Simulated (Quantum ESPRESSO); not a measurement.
# Si3S (Im-3m) in Quantum ESPRESSO: settings compared, part 3 of 4

Quantum ESPRESSO 7.5. Earlier steps stand in the parts before.

### Step 4. Phonons, PBE

Input file pw.in:

```
&CONTROL
  calculation = 'scf'
  prefix = 'pwscf'
  outdir = './tmp'
  pseudo_dir = './pseudo'
  tprnfor = .true.
  tstress = .true.
  disk_io = 'low'
/
&SYSTEM
  ibrav = 0
  nat = 4
  ntyp = 2
  ecutwfc = 52
  nbnd = 15
  occupations = 'smearing'
  smearing = 'fd'
  degauss = 0.00367493
/
&ELECTRONS
  conv_thr = 8d-10
  electron_maxstep = 120
  mixing_beta = 0.5
/
ATOMIC_SPECIES
Si    28.0850 Si.upf
S     32.0600 S.upf
CELL_PARAMETERS angstrom
  -2.5254800000    2.5254800000    2.5254800000
   2.5254800000   -2.5254800000    2.5254800000
   2.5254800000    2.5254800000   -2.5254800000
ATOMIC_POSITIONS crystal
Si     0.0000000000    0.5000000000    0.5000000000
Si     0.5000000000    0.0000000000    0.5000000000
Si     0.5000000000    0.5000000000    0.0000000000
S      0.0000000000    0.0000000000    0.0000000000
K_POINTS automatic
6 6 6 1 1 1
```

Input file relax.in:

```
&CONTROL
  calculation = 'vc-relax'
  prefix = 'pwscf'
  outdir = './tmp'
  pseudo_dir = './pseudo'
  tprnfor = .true.
  tstress = .true.
  disk_io = 'low'
  nstep = 40
  forc_conv_thr = 0.0001
  etot_conv_thr = 1d-06
/
&SYSTEM
  ibrav = 0
  nat = 4
  ntyp = 2
  ecutwfc = 52
  nbnd = 15
  occupations = 'smearing'
  smearing = 'fd'
  degauss = 0.00367493
/
&ELECTRONS
  conv_thr = 8d-10
  electron_maxstep = 120
  mixing_beta = 0.5
/
&IONS
  ion_dynamics = 'bfgs'
/
&CELL
  cell_dynamics = 'bfgs'
  press = 0
  press_conv_thr = 0.2
/
ATOMIC_SPECIES
Si    28.0850 Si.upf
S     32.0600 S.upf
CELL_PARAMETERS angstrom
  -2.5254800000    2.5254800000    2.5254800000
   2.5254800000   -2.5254800000    2.5254800000
   2.5254800000    2.5254800000   -2.5254800000
ATOMIC_POSITIONS crystal
Si     0.0000000000    0.5000000000    0.5000000000
Si     0.5000000000    0.0000000000    0.5000000000
Si     0.5000000000    0.5000000000    0.0000000000
S      0.0000000000    0.0000000000    0.0000000000
K_POINTS automatic
6 6 6 1 1 1
```

Input file scf2.in:

```
&CONTROL
  calculation = 'scf'
  prefix = 'pwscf'
  outdir = './tmp'
  pseudo_dir = './pseudo'
  tprnfor = .true.
  tstress = .true.
  disk_io = 'low'
/
&SYSTEM
  ibrav = 0
  nat = 4
  ntyp = 2
  ecutwfc = 52
  nbnd = 15
  occupations = 'smearing'
  smearing = 'fd'
  degauss = 0.00367493
/
&ELECTRONS
  conv_thr = 1d-13
  electron_maxstep = 120
  mixing_beta = 0.5
  startingpot = 'file'
  startingwfc = 'file'
/
ATOMIC_SPECIES
Si    28.0850 Si.upf
S     32.0600 S.upf
CELL_PARAMETERS angstrom
  -2.5193780904    2.5193780904    2.5193780904
   2.5193780904   -2.5193780904    2.5193780904
   2.5193780904    2.5193780904   -2.5193780904
ATOMIC_POSITIONS crystal
Si     0.0000000000    0.5000000000    0.5000000000
Si     0.5000000000    0.0000000000    0.5000000000
Si     0.5000000000    0.5000000000    0.0000000000
S      0.0000000000    0.0000000000    0.0000000000
K_POINTS automatic
6 6 6 1 1 1
```

Input file ph.in:

```
phonons of Si3S
&INPUTPH
  prefix = 'pwscf'
  outdir = './tmp'
  tr2_ph = 1d-18
  fildyn = 'dyn'
  niter_ph = 90
  alpha_mix(1) = 0.4
/
0.0000000000 0.0000000000 0.0000000000
```

Input file dynmat.in:

```
&INPUT
  fildyn = 'dyn'
  asr = 'crystal'
  filout = 'dynmat.disp'
  fileig = 'dynmat.eig'
/
```

Potentials or basis: PseudoDojo 0.4.1 SR PBE standard.

The run is started by

```
> OMP_NUM_THREADS=1 pw.x -in pw.in > pw.out
> OMP_NUM_THREADS=1 pw.x -in relax.in > relax.out
> OMP_NUM_THREADS=1 pw.x -in scf2.in > scf2.out
> OMP_NUM_THREADS=1 ph.x -in ph.in > ph.out
> OMP_NUM_THREADS=1 dynmat.x -in dynmat.in > dynmat.out
```

pw.out:

```text
This program is part of the open-source Quantum ESPRESSO suite
     for quantum simulation of materials; please cite
[... 9 lines left out ...]
     --------------------
     sticks:   dense  smooth     PW     G-vecs:    dense   smooth      PW
     Sum        1051    1051    311                21913    21913    3511

     Using Slab Decomposition

     bravais-lattice index     =            0
     lattice parameter (alat)  =       8.2662  a.u.
     unit-cell volume          =     434.7989 (a.u.)^3
     number of atoms/cell      =            4
     number of atomic types    =            2
     number of electrons       =        18.00
     number of Kohn-Sham states=           15
     kinetic-energy cutoff     =      52.0000  Ry
     charge density cutoff     =     208.0000  Ry
     scf convergence threshold =      8.0E-10
     mixing beta               =       0.5000
     number of iterations used =            8  plain     mixing
     Exchange-correlation= PBE
                           (   1   4   3   4   0   0   0)

     celldm(1)=   8.266153  celldm(2)=   0.000000  celldm(3)=   0.000000
     celldm(4)=   0.000000  celldm(5)=   0.000000  celldm(6)=   0.000000

     crystal axes: (cart. coord. in units of alat)
               a(1) = (  -0.577350   0.577350   0.577350 )
               a(2) = (   0.577350  -0.577350   0.577350 )
               a(3) = (   0.577350   0.577350  -0.577350 )

     reciprocal axes: (cart. coord. in units 2 pi/alat)
               b(1) = ( -0.000000  0.866025  0.866025 )
               b(2) = (  0.866025 -0.000000  0.866025 )
               b(3) = (  0.866025  0.866025  0.000000 )

     PseudoPot. # 1 for Si read from file:
     Si.upf
     Pseudo is Norm-conserving + core correction, Zval =  4.0
     Generated using ONCVPSP code by D. R. Hamann
     Using radial grid of 1510 points,  6 beta functions with:
                l(1) =   0
                l(2) =   0
                l(3) =   1
                l(4) =   1
                l(5) =   2
                l(6) =   2

     PseudoPot. # 2 for S  read from file:
     S.upf
     Pseudo is Norm-conserving + core correction, Zval =  6.0
     Generated using ONCVPSP code by D. R. Hamann
     Using radial grid of 1146 points,  6 beta functions with:
                l(1) =   0
                l(2) =   0
                l(3) =   1
                l(4) =   1
                l(5) =   2
                l(6) =   2

     atomic species   valence    mass     pseudopotential
     Si                4.00    28.08500     Si( 1.00)
     S                 6.00    32.06000     S ( 1.00)

     48 Sym. Ops., with inversion, found

   Cartesian axes

     site n.     atom                  positions (alat units)
         1        Si     tau(   1) = (   0.5773503   0.0000000   0.0000000  )
         2        Si     tau(   2) = (   0.0000000   0.5773503   0.0000000  )
         3        Si     tau(   3) = (   0.0000000   0.0000000   0.5773503  )
         4        S      tau(   4) = (   0.0000000   0.0000000   0.0000000  )

     number of k points=    14  Fermi-Dirac smearing, width (Ry)=  0.0037
                       cart. coord. in units 2pi/alat
        k(    1) = (   0.1443376   0.1443376   0.1443376), wk =   0.0740741
        k(    2) = (   0.2886751   0.2886751   0.1443376), wk =   0.2222222
        k(    3) = (   0.4330127   0.4330127   0.1443376), wk =   0.1111111
        k(    4) = (   0.0000000   0.0000000   0.1443376), wk =   0.0555556
        k(    5) = (   0.4330127   0.2886751   0.2886751), wk =   0.2222222
        k(    6) = (   0.0000000  -0.1443376   0.2886751), wk =   0.2222222
        k(    7) = (  -0.0000000  -0.2886751   0.4330127), wk =   0.2222222
        k(    8) = (   0.1443376  -0.1443376   0.4330127), wk =   0.2222222
        k(    9) = (  -0.7216878  -0.2886751  -0.2886751), wk =   0.2222222
        k(   10) = (   0.4330127   0.4330127   0.4330127), wk =   0.0185185
        k(   11) = (   0.0000000   0.0000000   0.4330127), wk =   0.0555556
        k(   12) = (  -0.0000000  -0.1443376   0.5773503), wk =   0.2222222
        k(   13) = (  -0.7216878  -0.1443376  -0.1443376), wk =   0.0740741
        k(   14) = (  -0.0000000  -0.0000000   0.7216878), wk =   0.0555556

     Dense  grid:    21913 G-vectors     FFT dimensions: (  40,  40,  40)

     Initial potential from superposition of free atoms

     starting charge      17.9981, renormalised to      18.0000
     Starting wfcs are   16 randomized atomic wfcs

     Self-consistent Calculation

     iteration #  1     ecut=    52.00 Ry     beta= 0.50
     Davidson diagonalization with overlap
     ethr =  1.00E-02,  avg # of iterations =  5.0

     Threshold (ethr) on eigenvalues was too large:
     Diagonalizing with lowered threshold

     Davidson diagonalization with overlap
     ethr =  2.11E-04,  avg # of iterations =  5.8

     total energy              =     -47.43192347 Ry
     estimated scf accuracy    <       0.03763950 Ry

     iteration #  2     ecut=    52.00 Ry     beta= 0.50
     Davidson diagonalization with overlap
     ethr =  2.09E-04,  avg # of iterations =  1.0

     total energy              =     -47.43185044 Ry
     estimated scf accuracy    <       0.00759383 Ry

     iteration #  3     ecut=    52.00 Ry     beta= 0.50
     Davidson diagonalization with overlap
     ethr =  4.22E-05,  avg # of iterations =  1.3

     total energy              =     -47.43221356 Ry
     estimated scf accuracy    <       0.00010456 Ry

     iteration #  4     ecut=    52.00 Ry     beta= 0.50
     Davidson diagonalization with overlap
     c_bands:  1 eigenvalues not converged
     ethr =  5.81E-07,  avg # of iterations =  7.6

     total energy              =     -47.43226368 Ry
     estimated scf accuracy    <       0.00002176 Ry

     iteration #  5     ecut=    52.00 Ry     beta= 0.50
     Davidson diagonalization with overlap
     ethr =  1.21E-07,  avg # of iterations =  2.0

     total energy              =     -47.43226653 Ry
     estimated scf accuracy    <       0.00000080 Ry

     iteration #  6     ecut=    52.00 Ry     beta= 0.50
     Davidson diagonalization with overlap
     ethr =  4.47E-09,  avg # of iterations =  2.8

     total energy              =     -47.43226685 Ry
     estimated scf accuracy    <       0.00000014 Ry

     iteration #  7     ecut=    52.00 Ry     beta= 0.50
     Davidson diagonalization with overlap
     ethr =  7.69E-10,  avg # of iterations =  2.0

     total energy              =     -47.43226687 Ry
     estimated scf accuracy    <          1.0E-09 Ry

     iteration #  8     ecut=    52.00 Ry     beta= 0.50
     Davidson diagonalization with overlap
     ethr =  5.63E-12,  avg # of iterations =  5.0

     End of self-consistent calculation

          k = 0.1443 0.1443 0.1443 (  2758 PWs)   bands (ev):

    -5.9817  -0.2651   2.8787   2.8787   4.7093   5.0850   5.0850   6.6697
     7.8171   7.8171  11.8910  12.2821  12.2821  12.8534  12.8534

          k = 0.2887 0.2887 0.1443 (  2754 PWs)   bands (ev):

    -5.4949  -1.0499   1.3506   2.0696   4.4579   5.7047   6.4511   6.7763
     9.3097   9.5105  10.4398  11.1257  12.9934  14.6785  14.8630

          k = 0.4330 0.4330 0.1443 (  2762 PWs)   bands (ev):

    -5.1753  -1.4860   0.7660   1.7894   4.2874   5.8221   7.1948   7.7036
     8.9871   9.4478  11.0212  11.6925  12.6519  13.9312  14.8845

          k = 0.0000 0.0000 0.1443 (  2763 PWs)   bands (ev):

    -6.1803   0.1812   3.8827   3.8827   4.0527   4.2805   6.0785   6.0785
     6.3039   7.8437  10.8180  11.3791  11.3791  12.8320  15.1104

          k = 0.4330 0.2887 0.2887 (  2767 PWs)   bands (ev):

    -5.1352  -1.0912  -0.0240   1.2751   5.5108   6.1764   7.1460   7.9978
     8.9013  10.2299  10.8040  11.1997  11.4349  13.4340  14.8657

          k = 0.0000-0.1443 0.2887 (  2758 PWs)   bands (ev):

    -5.8002  -0.6056   2.3231   3.4659   3.5452   4.6989   5.7419   6.5030
     8.1758   9.7086  10.3728  11.9027  13.1143  13.1991  14.1869

          k =-0.0000-0.2887 0.4330 (  2740 PWs)   bands (ev):

    -5.2958  -1.4172   1.2467   3.0504   3.1351   5.4350   5.7686   7.2926
     8.7968  10.0908  11.4930  11.9754  13.9259  14.1882  15.4081

          k = 0.1443-0.1443 0.4330 (  2750 PWs)   bands (ev):

    -5.3707  -1.0667   0.8335   3.2835   3.7619   4.2849   6.7885   6.8730
     7.8467  10.2102  11.6939  12.8463  13.5146  14.0839  14.9903

          k =-0.7217-0.2887-0.2887 (  2751 PWs)   bands (ev):

    -5.1060  -1.1918   0.0302   3.1239   3.6403   5.1390   5.7856   6.9727
     8.6904  11.6039  12.0941  12.2236  13.4880  14.0694  15.8292

          k = 0.4330 0.4330 0.4330 (  2760 PWs)   bands (ev):

    -5.0213  -0.3164  -0.3164  -0.3164   7.0949   7.0949   7.0949   9.6904
    10.0002  10.0002  10.0353  10.0353  10.0353  13.0021  13.0021

          k = 0.0000 0.0000 0.4330 (  2739 PWs)   bands (ev):

    -5.4877  -0.8472   1.8810   2.7853   2.7853   5.0300   6.4474   6.4474
     7.1901  10.2833  11.9425  12.2530  14.8371  14.8371  15.2363

          k =-0.0000-0.1443 0.5774 (  2737 PWs)   bands (ev):

    -5.1108  -0.9838   0.6347   2.3415   3.3335   4.8933   5.2631   6.7478
     8.0933  12.1857  12.8888  13.4238  14.0682  14.7778  15.3683

          k =-0.7217-0.1443-0.1443 (  2739 PWs)   bands (ev):

    -4.9773  -0.3329  -0.3329   2.5855   3.3850   3.3850   5.4069   8.0189
     8.0189  11.3598  14.3260  14.3260  14.3519  15.3575  15.3576

          k =-0.0000-0.0000 0.7217 (  2739 PWs)   bands (ev):

    -4.9204  -0.2489   0.6528   1.8585   1.8585   2.9296   7.2454   7.7692
     7.7692  11.0883  13.7621  14.7350  14.7350  14.9716  16.5657

     the Fermi energy is     9.3158 ev

!    total energy              =     -47.43226688 Ry
     estimated scf accuracy    <          1.5E-10 Ry
     smearing contrib. (-TS)   =      -0.00075407 Ry
     internal energy E=F+TS    =     -47.43151280 Ry

     The total energy is F=E-TS. E is the sum of the following terms:
     one-electron contribution =      14.68527205 Ry
     hartree contribution      =       2.63763859 Ry
     xc contribution           =     -15.66820927 Ry
     ewald contribution        =     -49.08621418 Ry

     convergence has been achieved in   8 iterations

     Forces acting on atoms (cartesian axes, Ry/au):

     atom    1 type  1   force =     0.00000000    0.00000000    0.00000000
     atom    2 type  1   force =    -0.00000000   -0.00000000   -0.00000000
     atom    3 type  1   force =    -0.00000000    0.00000000    0.00000000
     atom    4 type  2   force =    -0.00000000    0.00000000    0.00000000

     Total force =     0.000000     Total SCF correction =     0.000000

     Computing stress (Cartesian axis) and pressure

          total   stress  (Ry/bohr**3)                   (kbar)     P=       -7.18
  -0.00004878  -0.00000000  -0.00000000           -7.18       -0.00       -0.00
  -0.00000000  -0.00004878  -0.00000000           -0.00       -7.18       -0.00
  -0.00000000  -0.00000000  -0.00004878           -0.00       -0.00       -7.18

=------------------------------------------------------------------------------=
   JOB DONE.
=------------------------------------------------------------------------------=
```

Wall time 11 min (1 thread of Intel Xeon at 2.50GHz (Skylake/Cascade Lake), shared host); peak memory 0.07 GiB.

Results:

```yaml
Free_energy: -645.3499 eV
Relaxed_volume: 15.99 Å³/atom
Relaxed_cell: a = 4.364 Å, b = 4.364 Å, c = 4.364 Å, α = 109.47°, β = 109.47°, γ = 109.47°
Space_group_after_relaxing_to_0.05_Å: Im-3m (No. 229)
Pressure_after_relaxing: 0.0 GPa
Band_gap_on_the_k_mesh: none (metal or under the smearing width)
Highest_phonon_frequency_at_Γ: 326 cm⁻¹
Most_unstable_mode: 149i cm⁻¹
```

Step by step:
```csv
step,energy change (eV),largest force (eV/Å),pressure (GPa),volume (Å³)
1,0.0000,0.0000,-0.72,64.43
2,-0.0008,0.0000,-0.36,64.20
3,-0.0010,0.0000,0.00,63.96
4,-0.0010,0.0000,0.00,63.96
```

Final structure:
```yaml
crystal:
  lattice:
    - [-2.51938, 2.51938, 2.51938]
    - [2.51938, -2.51938, 2.51938]
    - [2.51938, 2.51938, -2.51938]
  atoms:
    - { symbol: Si, position: [0.00000, 0.50000, 0.50000] }
    - { symbol: Si, position: [0.50000, 0.00000, 0.50000] }
    - { symbol: Si, position: [0.50000, 0.50000, 0.00000] }
    - { symbol: S, position: [0.00000, 0.00000, 0.00000] }
```

Phonon frequencies in cm⁻¹ (negative: imaginary):
| q point | frequencies |
| --- | --- |
| (0.000, 0.000, 0.000) | -149 -149 -149 0 0 0 210 210 210 326 326 326 |

Optical modes at Γ, degenerate ones joined:
| cm⁻¹ | components | symmetry | active in |
| --- | --- | --- | --- |
| 149i | 3 | T1u | IR |
| 210 | 3 | T1u | IR |
| 326 | 3 | T2u | silent |

Caveat: the k mesh is coarse; the mesh is thin for the phonons of a metal; some modes are imaginary.

(Part 3 of 4 ends here.)
